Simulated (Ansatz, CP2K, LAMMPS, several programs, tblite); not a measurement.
Energy against volume for SiGe3, ordered on the diamond lattice (P-4m2) with 4 atoms a cell, at fixed shape and fractional coordinates, computed by several methods (PBE and r2SCAN, where shown, with plane waves in Ansatz); the cell shown is that of r2SCAN. With free coordinates or axes held, a curve is too stiff, and on another method's shape its minimum isn't the method's own volume. It is tetragonal, P-4m2 (No. 115); a = 3.970 Å, c = 5.594 Å in the conventional setting, 22.04 Å³ an atom. Around Si lie 4 Ge at 2.41 Å; around Ge lie 2 Si at 2.41 Å and 2 Ge at 2.45 Å; around Ge lie 4 Ge at 2.45 Å. All values are calculated for a non-magnetic cell, which may be hypothetical. Energies count from each curve's lowest point; fits are third-order Birch-Murnaghan.

```
Si Ge
1.0
     3.96991    0.00000    0.00000
     0.00000    3.96991    0.00000
     0.00000    0.00000    5.59395
Si Ge
1 3
Direct
  0.00000 0.00000 0.00000
  0.00000 0.50000 0.24429
  0.50000 0.50000 0.50000
  0.50000 0.00000 0.75571
```

light PBE (260 eV, its own mesh), on the shape of the cell shown:
```tsv
V (Å³/atom)	E (meV/atom)
20.277	129.84
21.159	44.05
22.040	34.45
22.922	27.61
23.804	3.37
24.685	0.00
```
The lowest point is an end point, so the minimum isn't bracketed.

GFN1-xTB (tblite), on the shape of the cell shown, as a cluster of 72 atoms at the zone centre:
```csv
V (Å³/atom),E (meV/atom)
19.396,294.67
20.718,126.45
22.040,35.89
23.363,0.00
24.685,2.46
```
V₀ = 23.90 Å³ an atom and B₀ = 72 GPa.

GFN2-xTB (tblite), on the shape of the cell shown, as a cluster of 72 atoms at the zone centre:

| V (Å³/atom) | E (meV/atom) |
| --- | --- |
| 19.396 | 48.04 |
| 20.718 | 2.82 |
| 22.040 | 0.00 |
| 23.363 | 24.43 |
| 24.685 | 65.12 |

V₀ = 21.46 Å³ an atom and B₀ = 64 GPa.

Q: PBE/SZV (CP2K), on the shape of the cell shown, gives

| V (Å³/atom) | E (meV/atom) |
| --- | --- |
| 19.396 | 120.73 |
| 20.718 | 29.27 |
| 22.040 | 0.00 |
| 23.363 | 16.05 |
| 24.685 | 64.92 |

What equilibrium volume and bulk modulus follow?

A: V₀ = 22.17 Å³ an atom and B₀ = 88 GPa.

SiCGe.tersoff (LAMMPS), on the shape of its own relaxed cell:
```
V (Å³/atom)  E (meV/atom)
     20.619         22.26
     21.277          5.26
     21.935          0.00
     22.593          4.73
     23.251         17.95
```
V₀ = 21.94 Å³ an atom and B₀ = 81 GPa.
